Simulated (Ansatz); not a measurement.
Working through a convergence test of the k-point mesh of YbAl3, space group Pm-3m

Computed with Ansatz 0.2.0 through its Python package.

Run as a notebook:

In [1]:
```python
import warnings

import ansatz
from tabulate import tabulate
```

In [2]:
```python
warnings.simplefilter("ignore", ansatz.DeckWarning)
```

In [3]:
```python
ybal3 = (
    ansatz.Lattice.of((4.2921, 0.0, 0.0), (0.0, 4.2921, 0.0), (0.0, 0.0, 4.2921))
    .atom("Yb", (0.0, 0.0, 0.0))
    .atom("Al", (0.0, 0.5, 0.5))
    .atom("Al", (0.5, 0.5, 0.0))
    .atom("Al", (0.5, 0.0, 0.5))
)

ybal3.resolved().sites[-1]
```
Out [3]:
```text
Site(symbol='Al', position=(0.5, 0.0, 0.5), moment=None, axis=None, held=None, saved=None)
```

In [4]:
```python
setup = (
    ybal3.calculation()
    .occupations("fermi_dirac", width=0.1)
    .functional("r2scan")
)
```

In [5]:
```python
rows = []
for value in [1.0, 0.6, 0.4, 0.3]:
    report = setup.kpoints(spacing=value).run().report
    rows.append((value, report["free_energy_ev"] / len(report["lattice"]["sites"]), report["n_iterations"], report["n_kpoints"]))
```

In [6]:
```python
print(tabulate(rows, headers=["spacing (1/A)", "F/atom (eV)", "iterations", "k-points"], floatfmt=".4f", tablefmt="simple"))
```
```text
  spacing (1/A)    F/atom (eV)    iterations    k-points
---------------  -------------  ------------  ----------
         1.0000     -3856.9043            18           4
         0.6000     -3857.1167            13           4
         0.4000     -3857.1510            13          10
         0.3000     -3857.1394            11          10
```

In [7]:
```python
# the last row is the reference
for row in rows[:-1]:
    shift = 1000 * (row[1] - rows[-1][1])
    print(f"{row[0]}: {shift:+.2f} meV/atom" + ("  (within 2 meV)" if abs(shift) < 2 else ""))
```
```text
1.0: +235.08 meV/atom
0.6: +22.69 meV/atom
0.4: -11.59 meV/atom
```

Reading the output:
- Semilocal functionals put the nearly full 4f shell of Yb too close to the Fermi level.
- The structure comes from a database of computed cells and needn't be a stable or known phase.
- Shifts are counted from the finest mesh, which is itself no proven limit.
- Wall time of the script: 13 s on 1 thread of Arm Neoverse V1 (shared host), peak memory 0.48 GiB.

(Lines on the test bed's own set-up are left out of the output.)
